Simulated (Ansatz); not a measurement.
# C2H6BFN2: up Jacob's ladder to CCSD(T)

One table from this session's results is given with a row withheld; the runs are named, their logs left out.

Program: Ansatz 0.2.0, Gaussian basis. Level of theory: functionals in def2-TZVPP, the program's frozen cores in correlated methods. These are calculated values, not measurements.

Levels to be run: PBE-D4, r2SCAN-D4, PBE0-D4, B3LYP-D4, ωB97X-V, ωB97M-V, B2PLYP; CCSD(T)/def2-TZVPP; MP2/def2-QZVPP; extrapolation to the limit.

### Structure used throughout

An earlier PBE0-D4 in a triple-zeta def2 set relaxation fixed the geometry.

12 atoms, charge 0, spin multiplicity 1.

Atoms are counted from 1 here; the program's logs count them from 0.

Bond lengths: B1–N2 1.407 Å, B1–H7 1.193 Å, B1–H8 1.192 Å, N2–C3 1.410 Å, N2–C5 1.430 Å, C3–N4 1.258 Å, C3–H9 1.089 Å, N4–H10 1.019 Å, C5–F6 1.379 Å, C5–H11 1.089 Å, C5–H12 1.094 Å. Angles: N2–B1–H7 118.7°, N2–B1–H8 118.4°, H7–B1–H8 122.9°, B1–N2–C3 120.9°, B1–N2–C5 121.8°, C3–N2–C5 117.3°, N2–C3–N4 128.6°, N2–C3–H9 111.8°, N4–C3–H9 119.6°, C3–N4–H10 113.3°, N2–C5–F6 110.9°, N2–C5–H11 109.0°, N2–C5–H12 110.6°, F6–C5–H11 108.2°, F6–C5–H12 107.2°, H11–C5–H12 110.8°.

Set-up of the first run:

File in.yaml:

```yaml
crystal:
  periodic: [false, false, false]
  atoms:
    - {symbol: B, position_ang: [-1.109132, -1.121886, -0.653680]}
    - {symbol: N, position_ang: [-0.154860, -0.246656, -0.102135]}
    - {symbol: C, position_ang: [0.630122, -0.633619, 1.003919]}
    - {symbol: N, position_ang: [1.433127, 0.061926, 1.677614]}
    - {symbol: C, position_ang: [0.065420, 1.060820, -0.636833]}
    - {symbol: F, position_ang: [-0.450014, 2.028513, 0.199380]}
    - {symbol: H, position_ang: [-1.755788, -0.750480, -1.584259]}
    - {symbol: H, position_ang: [-1.227530, -2.207565, -0.174851]}
    - {symbol: H, position_ang: [0.480558, -1.681884, 1.259717]}
    - {symbol: H, position_ang: [1.465106, 1.037075, 1.384940]}
    - {symbol: H, position_ang: [-0.436587, 1.140113, -1.599846]}
    - {symbol: H, position_ang: [1.136680, 1.258544, -0.739965]}
basis:
  gaussian: {orbitals: def2-TZVPP}
hamiltonian: {xc: pbe, dispersion: d4}
output: {forces: true, orbitals: {seedname: orbitals}}
```

Run with:

```sh
> ansatz run in.yaml --threads 4 --pin off --events-out ev --progress --plain --max-ram 10444MiB
```

Steps of the session up to this table: PBE-D4 (GGA); r2SCAN-D4 (meta-GGA); PBE0-D4 (hybrid); B3LYP-D4 (hybrid); ωB97X-V (range-separated); ωB97M-V (range-separated); B2PLYP (double hybrid); CCSD(T) in def2-TZVPP; MP2 in def2-QZVPP.

One of the session's tables, all rows but one given; the rest of the session is left out.

| method | atomisation energy (kJ/mol) |
| --- | --- |
| PBE-D4 | 4871.5 |
| r2SCAN-D4 | 4713.0 |
| PBE0-D4 | 4742.5 |
| B3LYP-D4 | 4736.9 |
| ωB97X-V | 4727.3 |
| ωB97M-V | 4733.7 |
| B2PLYP | 4675.8 |
| HF/def2-TZVPP | 3294.4 |
| MP2/def2-TZVPP | 4662.6 |
| CCSD/def2-TZVPP | 4474.8 |
| CCSD(T)/def2-TZVPP | 4559.6 |
| MP2/CBS | ? |
| CCSD(T)/CBS | 4689.2 |

Q: Estimate the row for MP2/CBS from the others.

**Answer.** atomisation energy (kJ/mol): 4792.3. In the column «atomisation energy (kJ/mol)» it lies between PBE0-D4 (4742.5) and PBE-D4 (4871.5).
